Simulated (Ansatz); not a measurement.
# ZnSb2O: the cost of one run

Program: Ansatz 0.2.0. Level of theory: DFT PBE, scalar-relativistic, plane waves, PAW. These are calculated values, not measurements.

1 further run of the same task is left out (it didn't finish).

### Step 1. The structure to begin with

The structure is hexagonal, space group P6/mmm (No. 191). The conventional cell has a = 4.079 Å, b = 4.079 Å, c = 7.060 Å, α = 90.00°, β = 90.00°, γ = 120.00°. Around Zn (site symmetry 6/mmm) lie 2 Sb at 2.21 Å. Sb (site symmetry 6mm) has 1 O at 1.32 Å as nearest neighbours. Around O (site symmetry 6/mmm) lie 2 Sb at 1.32 Å.

Coordinates:

```cif
data_structure
_symmetry_space_group_name_H-M 'P6/mmm'
_symmetry_Int_Tables_number 191
_cell_length_a 4.0786
_cell_length_b 4.0786
_cell_length_c 7.0599
_cell_angle_alpha 90.000
_cell_angle_beta 90.000
_cell_angle_gamma 120.000
_cell_volume 101.71
loop_
_atom_site_label
_atom_site_type_symbol
_atom_site_symmetry_multiplicity
_atom_site_Wyckoff_symbol
_atom_site_fract_x
_atom_site_fract_y
_atom_site_fract_z
_atom_site_occupancy
Zn1 Zn 1 b 0.00000 0.00000 0.50000 1
Sb1 Sb 2 e 0.00000 0.00000 0.18686 1
O1 O 1 a 0.00000 0.00000 0.00000 1
```

Recipe of the guess: random cell by space group and Wyckoff sites (P6/mmm, No. 191). The dimensions are guesses.

### Step 2. The guess as it stands, on a coarse mesh

Contents of input.yaml:

```yaml
crystal:
  lattice:
    - [4.07863025, 0.0, 0.0]
    - [-2.03931513, 3.53219741, 0.0]
    - [0.0, 0.0, 7.05993493]
  atoms:
    - { symbol: Zn, position: [0.0, 0.0, 0.5] }
    - { symbol: Sb, position: [0.0, 0.0, 0.18685566] }
    - { symbol: Sb, position: [0.0, 0.0, 0.81314434] }
    - { symbol: O, position: [0.0, 0.0, 0.0] }
basis:
  ecutwfc: 420
kpoints:
  mp_grid: { grid: [6, 6, 4] }
hamiltonian:
  xc: pbe
scf:
  occupations: { method: gaussian, width: 0.1 }
  lower_state_search: "off"
output:
  forces: true
  stress: true
  eigenvalues: true
```

Started as:

```
ansatz run input.yaml --threads 1 --pin off --max-ram 2560MiB --backend cpu --events-out ev --progress --plain --runs-dir out
```

**Question.** How long does this run take on 1 thread of Intel Xeon at 2.70GHz, shared host, and how much memory does it need?

About 4.2 s, with a peak of 0.41 GiB.
